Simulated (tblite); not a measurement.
# C6H11NSi2: the cost of one run

The runs use tblite 0.8.0 and PySCF 2.14.0, with density-fitted response routines of our own; the level of theory stands in each step. All values are computed, except where a source is named. Atoms are numbered from 0 throughout.

**1. The starting structure**

20 atoms, charge 0, multiplicity 1; geometry from: force field or distance geometry start.

Bonds of the start (Å): C0–C1 1.47, C1–C2 1.22, C2–Si3 1.81, Si3–C4 1.88, Si3–C5 1.82, C5–N6 1.16, Si3–C7 1.85, C7–Si8 1.87, C0–H9 1.11, C0–H10 1.10, C0–H11 1.12, C4–H12 1.11, C4–H13 1.12, C4–H14 1.09, C7–H15 1.12, C7–H16 1.10, Si8–H17 1.48, Si8–H18 1.47, Si8–H19 1.48.

**2. Relaxing the molecule with GFN2-xTB**

Job settings and geometry (Å):

```
{"job": {"kind": "relax", "xc": "GFN2-xTB", "basis": "xTB"}, "charge": 0, "multiplicity": 1}
C     -4.030100     0.917600    -0.171200
C     -2.615100     0.563000    -0.322000
C     -1.439800     0.240900    -0.424600
Si     0.290100    -0.245700    -0.612700
C      0.440600    -1.965400     0.131600
C      0.788200    -0.398600    -2.352100
N      1.109000    -0.483700    -3.468600
C      1.336100     1.001500     0.271700
Si     3.057200     0.378100     0.649000
H     -4.152900     1.434500     0.803400
H     -4.314900     1.547400    -1.030200
H     -4.688900     0.016700    -0.191700
H     -0.393400    -2.557600    -0.294100
H      1.389800    -2.468800    -0.193800
H      0.313400    -1.938900     1.214000
H      1.479600     1.901700    -0.371100
H      0.862300     1.377500     1.190000
H      3.002600    -0.929000     1.335000
H      3.879300     0.284100    -0.569400
H      3.681800     1.335400     1.584400
```

The run is started by

```console
$ OMP_NUM_THREADS=1 python probes_run.py task.json out
```

One launch serves the whole session: the jobs run in the order shown.

Q: Estimate the wall time and peak memory of this first job on 1 thread of Arm Neoverse N1, shared host.

About 1.8 s, with a peak of 0.18 GiB.
